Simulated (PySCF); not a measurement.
**[La(P5)2]+: forces at shaken geometries**

Aim: move all atoms of relaxed [La(P5)2]+ at random and read energies and forces. The species was built from a template and needn't be a known compound.

Computed with PySCF 2.14.0. Level: PBE, La lcecp-1-SVP with ECP46, P def2-SVP; scalar-relativistic core potentials, no spin–orbit coupling.

3 further runs of the same task are left out: 1 for a known fault of the program, 2 that didn't finish.

## 1. Where the work starts

11 atoms, charge 1, spin multiplicity 1.

Bond lengths: La1–P2 3.185 Å, La1–P3 3.218 Å, La1–P4 3.196 Å, La1–P5 3.157 Å, La1–P6 3.148 Å, La1–P7 3.185 Å, La1–P8 3.218 Å, La1–P9 3.196 Å, La1–P10 3.157 Å, La1–P11 3.148 Å, P2–P3 2.148 Å, P2–P6 2.159 Å, P3–P4 2.159 Å, P4–P5 2.151 Å, P5–P6 2.152 Å, P7–P8 2.148 Å, P7–P11 2.159 Å, P8–P9 2.160 Å and more. Angles: P2–La1–P3 39.2°, P2–La1–P4 66.1°, P2–La1–P5 66.5°, P2–La1–P6 39.9°, P2–La1–P7 142.3°, P2–La1–P8 104.1°, P2–La1–P9 89.6°, P2–La1–P10 113.0°, P2–La1–P11 152.8°, P3–La1–P4 39.3°, P3–La1–P5 66.3°, P3–La1–P6 66.5°, P3–La1–P7 104.2°, P3–La1–P8 69.6°, P3–La1–P9 74.6°, P3–La1–P10 112.9°, P3–La1–P11 135.4°, P4–La1–P5 39.6° and more.

As a file:

```xyz
11
charge 1, multiplicity 1
La    0.85093   -0.00376   -0.00001
P    -0.17737    1.82995    2.39282
P    -1.79202    0.57026    1.74447
P    -1.16904   -1.48308    1.98674
P     0.82615   -1.47784    2.79143
P     1.45114    0.56703    3.03673
P    -0.17847   -1.82829   -2.39915
P    -1.79232   -0.56988   -1.74640
P    -1.16800    1.48401   -1.98153
P     0.82704    1.48012   -2.78623
P     1.45082   -0.56436   -3.03887
```

Formal oxidation states: La +3. The 4f shell is empty and lies in the core potential. An earlier session relaxed this geometry at PBE, La lcecp-1-SVP with ECP46, P def2-SVP (singlet, point group C2).

Its energy there is -3442.526847 Eh.

## 2. Atoms moved at random, σ = 0.06 Å

run.py (the lines that set the calculation)

```python
mol = gto.M(atom='''
La     0.79319    -0.04449     0.03867
P     -0.16031     1.75998     2.38097
P     -1.78401     0.56041     1.67005
P     -1.18141    -1.47310     1.99186
P      0.82191    -1.44539     2.82313
P      1.42829     0.59458     3.05721
P     -0.14275    -1.84338    -2.42487
P     -1.77077    -0.52693    -1.80468
P     -1.15480     1.48333    -1.94427
P      0.81046     1.52231    -2.73955
P      1.46906    -0.58314    -3.04850''',
    basis={'La': 'lcecp-1-SVP', 'P': 'def2-SVP'},
    ecp={'La': 'lcecp-1-SVP'},
    charge=1, spin=0)
mf = dft.RKS(mol, xc='PBE')
mf.grids.atom_grid = (50, 194)  # f atoms: unpruned, at least (60, 302)
mf = mf.density_fit()  # fitting sets: La AutoAux, P def2-universal-JKFIT
mf.conv_tol = 1e-08; mf.max_cycle = 55
mf.kernel(dm0)  # dm0: the density of the relaxed state
```

Started as:

```bash
> OMP_NUM_THREADS=4 python run.py
```

## 3. Atoms moved at random, σ = 0.1 Å

run.py (the lines that set the calculation)

```python
mol = gto.M(atom='''
La     0.84560     0.03012    -0.09587
P     -0.25332     1.64183     2.49923
P     -1.82904     0.54698     1.56964
P     -0.92826    -1.52903     1.91620
P      0.71132    -1.38438     2.88062
P      1.32178     0.72971     3.02200
P     -0.16606    -1.96333    -2.35029
P     -1.77935    -0.50861    -1.84375
P     -1.12867     1.54406    -1.71201
P      0.75620     1.49997    -2.83046
P      1.57864    -0.60313    -3.05530''',
    basis={'La': 'lcecp-1-SVP', 'P': 'def2-SVP'},
    ecp={'La': 'lcecp-1-SVP'},
    charge=1, spin=0)
mf = dft.RKS(mol, xc='PBE')
mf.grids.atom_grid = (50, 194)  # f atoms: unpruned, at least (60, 302)
mf = mf.density_fit()  # fitting sets: La AutoAux, P def2-universal-JKFIT
mf.conv_tol = 1e-08; mf.max_cycle = 55
mf.kernel(dm0)  # dm0: the density of the relaxed state
```

## 4. Atoms moved at random, σ = 0.03 Å

run.py (the lines that set the calculation)

```python
mol = gto.M(atom='''
La     0.81864    -0.06375     0.00440
P     -0.17477     1.82257     2.36827
P     -1.81013     0.59684     1.71962
P     -1.17596    -1.47805     2.01638
P      0.80251    -1.43140     2.79278
P      1.49269     0.61842     3.05891
P     -0.21228    -1.91910    -2.42048
P     -1.78501    -0.53786    -1.75627
P     -1.13308     1.48727    -1.95778
P      0.84317     1.47894    -2.73177
P      1.46307    -0.56971    -3.09405''',
    basis={'La': 'lcecp-1-SVP', 'P': 'def2-SVP'},
    ecp={'La': 'lcecp-1-SVP'},
    charge=1, spin=0)
mf = dft.RKS(mol, xc='PBE')
mf.grids.atom_grid = (50, 194)  # f atoms: unpruned, at least (60, 302)
mf = mf.density_fit()  # fitting sets: La AutoAux, P def2-universal-JKFIT
mf.conv_tol = 1e-08; mf.max_cycle = 55
mf.kernel(dm0)  # dm0: the density of the relaxed state
```

**Question.** What will these runs give? Wanted: for each run, σ; energy rise; harmonic estimate −½ F·u; largest force component.

As calculated:

| σ (Å) | energy rise (eV) | harmonic estimate −½ F·u (eV) | largest force component (eV/Å) |
| --- | --- | --- | --- |
| 0.06 | 0.162 | 0.163 | 1.19 |
| 0.1 | 1.966 | 2.077 | 4.81 |
| 0.03 | 0.141 | 0.136 | 1.30 |

Every displacement raises the energy. For a harmonic well the rise equals −½ F·u; the two differ by at most 6 % here (a move with σ = 0.1 Å), from anharmonicity, the grid and the small forces left at the relaxed point. The largest moves cost over 1 eV, far outside the harmonic range, so agreement there can come from errors that cancel between squeezed and stretched bonds. The bases are small and lack diffuse functions. Spin–orbit coupling is left out. The core potential fixes the 4f count, so no charge can pass from the ligands into that shell.
